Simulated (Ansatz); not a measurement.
The system is MgB.

```
Mg B
1.0
     2.89515    0.00000    0.00000
     0.00000    2.89515    0.00000
     0.00000    0.00000    2.89515
Mg B
1 1
Direct
  0.00000 0.00000 0.00000
  0.50000 0.50000 0.50000
```

The cell was built by a generator and needn't be a form met in nature.

```yaml
Program: Ansatz 0.2.0
Task: relaxation of cell and atoms
Functional: PBEsol
Dispersion: D3(BJ)
Potentials_or_basis: Ansatz PAW
Cutoff: "420 eV (not typed: the program's choice for these potentials)"
k_mesh: 9 × 9 × 9
Occupations: fermi-dirac, width 0.05 eV
Spin: no spin polarisation
```

At the start: volume 12.13 Å³/atom.

**Question.** How do energy, volume and symmetry change on relaxing?

**Answer.** It ends after 5 steps and the volume is 11.40 Å³/atom (-6.0 %); space group Pm-3m (No. 221, to 0.05 Å).

Step by step:
```tsv
step	energy change (eV)	largest force (eV/Å)	volume (Å³)
1	0.0000	0.0000	24.27
2	-0.0243	0.0000	23.13
3	-0.0258	0.0000	22.77
4	-0.0258	0.0000	22.81
5	-0.0252	0.0000	22.81
```

Final structure:
```xyz
2
Lattice="2.8360 0.0000 0.0000 0.0000 2.8360 0.0000 0.0000 0.0000 2.8360" Properties=species:S:1:pos:R:3 pbc="T T T"
Mg    0.0000    0.0000    0.0000
B     1.4180    1.4180    1.4180
```

Caveat: the plane-wave basis is chosen anew once the cell has moved, so the energies of steps on either side of that aren't comparable; pairwise dispersion overbinds metals, which lowers pressure and volume; the PAW data sets come from PBE, with cores solved anew for the run's functional, which leaves a small shift of forces and pressure.
